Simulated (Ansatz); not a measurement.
# Sn3GeO4: the cost of one run

Computed with Ansatz 0.2.0 (DFT PBE, scalar-relativistic, plane waves, PAW, unless a step's input says otherwise).

### Step 1. The system as given

It takes space group Cm (No. 8, monoclinic). The conventional cell has a = 5.433 Å, b = 5.417 Å, c = 9.876 Å, α = 90.00°, β = 90.58°, γ = 90.00°. Sn (site symmetry m) has 4 O at 2.25 Å in its first shell of neighbours. Sn (site symmetry m) is surrounded by 4 O at 2.23 to 2.26 Å. Ge (site symmetry m) is surrounded by 2 O at 1.97 Å. Around O (site symmetry 1) lie 1 Ge at 1.97 Å and 2 Sn at 2.23 to 2.26 Å. Around O (site symmetry 1) lie 4 Sn at 2.25 Å.

As a file:

```cif
data_structure
_symmetry_space_group_name_H-M 'P 1'
_symmetry_Int_Tables_number 1
_cell_length_a 3.8360
_cell_length_b 3.8360
_cell_length_c 9.8761
_cell_angle_alpha 90.410
_cell_angle_beta 90.410
_cell_angle_gamma 89.839
_cell_volume 145.32
loop_
_atom_site_label
_atom_site_type_symbol
_atom_site_fract_x
_atom_site_fract_y
_atom_site_fract_z
_atom_site_occupancy
Sn1 Sn 0.25673 0.25673 0.87408 1
Sn2 Sn 0.25005 0.25005 0.35823 1
Sn3 Sn 0.75218 0.75218 0.63667 1
Ge1 Ge 0.70867 0.70867 0.13954 1
O1 O 0.27063 0.75358 0.24059 1
O2 O 0.75427 0.25388 0.75515 1
O3 O 0.25388 0.75427 0.75515 1
O4 O 0.75358 0.27063 0.24059 1
```

The start is the relaxed end of an invented cell (made as: elements ordered on the sites of the SnO type, Ge/Sn on Sn (Cm, No. 8)), taken up again for a closer look.

### Step 2. A first look at the guess

The input, input.yaml:

```yaml
crystal:
  lattice:
    - [2.7162677, -2.7086529, 0.0]
    - [2.7162677, 2.7086529, 0.0]
    - [-0.0998158, 0.0, 9.8755503]
  atoms:
    - { symbol: Sn, position: [0.256735, 0.256735, 0.874075] }
    - { symbol: Sn, position: [0.250045, 0.250045, 0.35823] }
    - { symbol: Sn, position: [0.752181, 0.752181, 0.636674] }
    - { symbol: Ge, position: [0.708668, 0.708668, 0.139541] }
    - { symbol: O, position: [0.270633, 0.753585, 0.24059] }
    - { symbol: O, position: [0.754268, 0.253883, 0.75515] }
    - { symbol: O, position: [0.253883, 0.754268, 0.75515] }
    - { symbol: O, position: [0.753585, 0.270633, 0.24059] }
basis:
  ecutwfc: 420
kpoints:
  mp_grid: { grid: [4, 4, 2] }
hamiltonian:
  xc: pbe
scf:
  occupations: { method: gaussian, width: 0.1 }
  lower_state_search: "off"
output:
  forces: true
  stress: true
  eigenvalues: true
```

Run with:

```
$ ansatz run input.yaml --threads 4 --pin off --max-ram 8192MiB --backend cpu --events-out ev --progress --plain --runs-dir out
```

What time and memory should one allow on 4 threads of Intel Xeon 6975P-C (Granite Rapids), shared host?

About 1.4 s, with a peak of 0.54 GiB.
